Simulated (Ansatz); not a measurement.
**AlGaH (sextet): from Hartree-Fock to the top rungs, cc-pVTZ**

An exercise on one series of results from a longer session: the logs are not shown, and one member is left open.

Method: cc-pVTZ, core rule «outside noble gas», up to 19 orbitals frozen; program: Ansatz 0.2.0, Gaussian basis.

The runs, in order: UHF; CCSD(T) on ROHF; CCSD(T) on UHF; BCCD(T) on ROHF; CCSDT(Q) on ROHF; CCSDT(Q) on UHF.

22 further runs of the same task are left out: 4 for a known fault of the program, 10 that didn't finish, 8 set aside as unsound or not needed. Runs told in other sessions of the task aren't counted.

**The geometry**

The geometry is a PBE0/def2-TZVP stationary point (not a proven minimum) of the parent state, kept for this charge and spin. No spin-orbit coupling is included. The filled d shell of Ga may be among the frozen orbitals whatever the setting's name suggests.

3 atoms, charge 0, spin multiplicity 6.

Atoms are counted from 1 here; the program's logs count them from 0.

Bond lengths: Al1–Ga2 2.344 Å, Al1–H3 1.582 Å. Angles: Ga2–Al1–H3 180.0°.

Set-up of the first run:

File in.yaml:

```yaml
crystal:
  periodic: [false, false, false]
  atoms:
    - {symbol: Al, position_ang: [0.000000, 0.000000, 0.253900]}
    - {symbol: Ga, position_ang: [0.000000, 0.000000, -2.089700]}
    - {symbol: H, position_ang: [0.000000, 0.000000, 1.835800]}
basis:
  gaussian: {orbitals: cc-pVTZ}
magnetization: {spin_polarized: true, initial_magnetization: 5}
hamiltonian: {xc: hf}
output: {orbitals: {seedname: orbitals}}
```

Run with:

```console
> ansatz run in.yaml --threads 1 --pin off --events-out ev --progress --plain --max-ram 2393MiB
```

Among the steps run: UHF; CCSD(T) on ROHF; CCSD(T) on UHF; BCCD(T) on ROHF; CCSDT(Q) on ROHF; CCSDT(Q) on UHF.

One of the session's tables, all rows but one given; the rest of the session is left out.

```
   method  from RCCSDT(Q) (kcal/mol)
     ROHF                     +62.36
      UHF                     +60.68
     RMP2                     +19.96
     UMP2                     +18.87
    RCCSD                      +4.73
    UCCSD                          ?
 RCCSD(T)                      +1.70
 UCCSD(T)                      +0.78
  BCCD(T)                      +1.38
   RCCSDT                      +0.20
   UCCSDT                      -0.69
RCCSDT(Q)                          0
UCCSDT(Q)                      -0.93
```

**Question.** Estimate the row for UCCSD.

As computed: from RCCSDT(Q) (kcal/mol): +3.73. In the column «from RCCSDT(Q) (kcal/mol)» it lies between RCCSD(T) (+1.70) and RCCSD (+4.73).

To keep in mind: Restricted and unrestricted rows rest on different reference determinants; a gap between their highest levels can come from leftover correlation error, from unlike frozen cores or from another state.
